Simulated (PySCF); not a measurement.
# H8InNOSi: the cost of one run

Programs: PySCF 2.14.0, with routines of our own; each step states its level. All values are computed. Atoms count from 0.

### Step 1. The starting structure

12 atoms, charge 0, multiplicity 1; geometry from: GFN2-xTB.

### Step 2. Geometry optimisation at PBE0-D3(BJ)/def2-SVP

What the job is given:

```
{"job": {"xc": "PBE0", "basis": "def2-SVP", "d3": "d3bj", "grid": 1, "maxiter": 30, "shake": 0.01, "kind": "geom"}, "charge": 0, "multiplicity": 1}
N      2.022230    -0.229860     0.559040
In     0.749150     0.218770    -1.415620
O     -0.799360     0.112920    -0.171050
Si    -2.216540     0.026010     0.455570
H      1.240090    -0.723870     0.992820
H      2.087580     0.681890     1.054480
H      2.874850    -0.733320     0.659200
H      0.945450    -1.153950    -2.362600
H      1.169730     1.805390    -1.814580
H     -2.374640    -1.288580     1.131940
H     -2.384820     1.088140     1.472480
H     -3.274010     0.168190    -0.570720
```

Started as:

```sh
$ OMP_NUM_THREADS=1 python heavy_run.py task.json out
```

One launch serves the whole session: the jobs run in the order shown.

Q: Estimate the wall time and peak memory of this first job on 1 thread of Arm Neoverse V2, shared host.

About 77 s, with a peak of 0.46 GiB.
